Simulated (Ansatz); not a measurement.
# MnS (R-3m): equation of state

The task here is to estimate one member of a computed series from the others.

The COD entry's cell or inner coordinates are ideal or old and differ from later refinements, so a difference from it is no clean test against experiment.

Computed with Ansatz 0.2.0 (DFT r²SCAN, scalar-relativistic, plane waves, PAW, unless a step's input says otherwise).

## The structure to begin with

Symmetry: R-3m, No. 166, trigonal system. The conventional cell has a = 3.662 Å, b = 3.662 Å, c = 8.917 Å, α = 90.00°, β = 90.00°, γ = 120.00°. Mn (site symmetry -3m) has 6 S at 2.58 Å as nearest neighbours. Around S (site symmetry -3m) lie 6 Mn at 2.58 Å.

As a file:

```xyz
4
Lattice="-2.5690 -2.5690 5.1581 -5.1581 -2.5690 2.5690 -2.5690 -5.1581 2.5690" Properties=species:S:1:pos:R:3 pbc="T T T"
Mn    0.0000    0.0000    0.0000
S     2.5841    2.5841    2.5942
Mn   -5.1480   -5.1480    5.1480
S    -2.5639   -2.5639    7.7422
```

This cell comes from an earlier session at r²SCAN: 17.255 Å³/atom at -0.01 GPa, on a 8×8×8 mesh. The large moments point both ways and cancel.

Volume factors to run: 0.980, 1.020, 0.960, 1.040.

Set-up of the first run:

Input file input.yaml:

```yaml
crystal:
  lattice:
    - [-2.5517148134, -2.5517148134, 5.1234609087]
    - [-5.1234609087, -2.5517148134, 2.5517148134]
    - [-2.5517148134, -5.1234609087, 2.5517148134]
  atoms:
    - { symbol: Mn, position: [0.0, 0.0, 0.0], spin: 4.73 }
    - { symbol: S, position: [1.25, -0.75, -0.75] }
    - { symbol: Mn, position: [0.5, 0.5, 0.5], spin: -4.73 }
    - { symbol: S, position: [1.75, -0.25, -0.25] }
basis:
  ecutwfc: 500
  ecutrho_ratio: 4
kpoints:
  mp_grid: { grid: [8, 8, 8] }
hamiltonian:
  xc: r2scan
scf:
  occupations: { method: gaussian, width: 0.05 }
output:
  forces: true
  stress: true
  eigenvalues: true
  populations: true
magnetization:
  spin_polarized: true
relax:
  f_tol: 0.01
  max_steps: 40
  cell: { stress_tol: 0.1, fix: [volume] }
```

Run with:

```console
$ ansatz run input.yaml --threads 4 --pin off --max-ram 10240MiB --backend cpu --events-out ev --progress --plain --runs-dir out
```

Among the steps run: Scaling the volume by 0.980; Scaling the volume by 1.020; At 0.960 of the relaxed volume; At 1.040 of the relaxed volume.

One table of the session follows, with a row left open; its other results are not shown here.

It belongs to the step «The fit». 

```
volume (Å³/atom)  energy (meV/atom)  pressure (GPa)  gap (eV)  moment of atom 1 (μB)
          16.565               7.66            3.69      1.55                   4.25
          16.910                  ?               ?         ?                      ?
          17.255               0.00           -0.01      1.70                   4.30
          17.600               1.77           -1.61      1.78                   4.33
          17.945               6.82           -3.06      1.84                   4.35
```

Estimate the missing values for volume (Å³/atom) = 16.910.

Worked estimate for «energy (meV/atom)». A straight line through the neighbours (16.565, 7.66) and (17.255, 0.00) gives 7.66 + (0.00 − 7.66) × (16.910 − 16.565) / (17.255 − 16.565) = 3.83; a parabola fitted to 3 rows on both sides gives 1.96.

**Answer.** energy (meV/atom): 1.84; pressure (GPa): 1.75; gap (eV): 1.63; moment of atom 1 (μB): 4.28. In «energy (meV/atom)» the line misses by +1.99 and the parabola by +0.12.

Caveats from the session: Warnings in the runs' records: stability check not made.
